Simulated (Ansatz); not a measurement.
# AlPt: the cost of one run

Computed with the Python package of Ansatz 0.2.0. Level of theory: DFT r2SCAN, plane waves, PAW.

## Step 1: The structure

Symmetry: Pm-3m, No. 221, cubic system. Conventional cell: a = 3.092 Å, b = 3.092 Å, c = 3.092 Å, α = 90.00°, β = 90.00°, γ = 90.00°. Around Al (site symmetry m-3m) lie 8 Pt at 2.68 Å. Pt (site symmetry m-3m) is surrounded by 8 Al at 2.68 Å.

No structure file is read: the coordinates are typed or built in the script.

## Step 2: Script

alpt.py reads:

```python
'''Bulk modulus of AlPt from an E(V) curve.'''

import ansatz as az
import numpy as np
from scipy.optimize import curve_fit

vectors0 = np.array([
    [3.091546, 0.0, 0.0],
    [0.0, 3.091546, 0.0],
    [0.0, 0.0, 3.091546],
])
sites = [
    ('Al', (0.0, 0.0, 0.0)),
    ('Pt', (0.5, 0.5, 0.5)),
]


def build(cell):
    crystal = az.Crystal(lattice=az.Lattice.of(cell))
    for symbol, position in sites:
        crystal = crystal.atom(symbol, position)
    return crystal

def vinet(v, e0, v0, b0, b1):
    eta = (v / v0) ** (1 / 3)
    return e0 + 2 * b0 * v0 / (b1 - 1) ** 2 * (2 - (5 + 3 * b1 * (eta - 1) - 3 * eta) * np.exp(-1.5 * (b1 - 1) * (eta - 1)))


def main() -> None:
    # uniform scaling of the cell
    volumes, energies, pressures = [], [], []
    for scale in np.linspace(0.92, 1.08, 7):
        cell = vectors0 * scale ** (1 / 3)
        calculation = (
            build(cell).calculation()
            .pseudopotentials('paw')
            .functional('r2scan')
            .basis(45 * az.Ry)
            .occupations('Marzari-Vanderbilt', width=0.05)
            .kpoints(11, 11, 11)
            .stress()
        )
        data = calculation.run().report
        volumes.append(abs(np.linalg.det(cell)) / len(sites))
        energies.append(data['free_energy_ev'] / len(sites))
        pressures.append(np.trace(data['stress_gpa']) / 3)
        print(f'V = {volumes[-1]:8.4f} A^3/atom  F = {energies[-1]:.5f} eV/atom  P = {pressures[-1]:8.3f} GPa')

    guess = (min(energies), volumes[int(np.argmin(energies))], 0.5, 4.5)
    (e0, v0, b0, b1), _ = curve_fit(vinet, np.array(volumes), np.array(energies), p0=guess, maxfev=20000)
    print(f'Vinet fit: V0 = {v0:.4f} A^3/atom, B0 = {160.21766 * b0:.1f} GPa, B1 = {b1:.2f}')
    print('largest residual', round(1000 * float(np.abs(vinet(np.array(volumes), e0, v0, b0, b1) - energies).max()), 3), 'meV/atom')


if __name__ == '__main__':
    main()
```

## Step 3: What the engine is handed

The package turns the script's settings into the engine's input (first run):

```yaml
crystal:
  lattice:
    - [3.0068030953415996, 0.0, 0.0]
    - [0.0, 3.0068030953415996, 0.0]
    - [0.0, 0.0, 3.0068030953415996]
  atoms:
    - { symbol: Al, position: [0.0, 0.0, 0.0] }
    - { symbol: Pt, position: [0.5, 0.5, 0.5] }
basis:
  ecutwfc: 612.25619053473
kpoints:
  mp_grid:
    grid: [11, 11, 11]
hamiltonian:
  xc: r2scan
  pseudopotentials:
    kind: paw
scf:
  occupations:
    method: cold
    width: 0.05
output:
  stress: true
```

## Step 4: Running it

Launch:

```console
python alpt.py
```

**Question.** How long does this script take on 1 thread of Arm Neoverse V1, shared host, and how much memory does it need?

About 36 s, with a peak of 0.54 GiB.
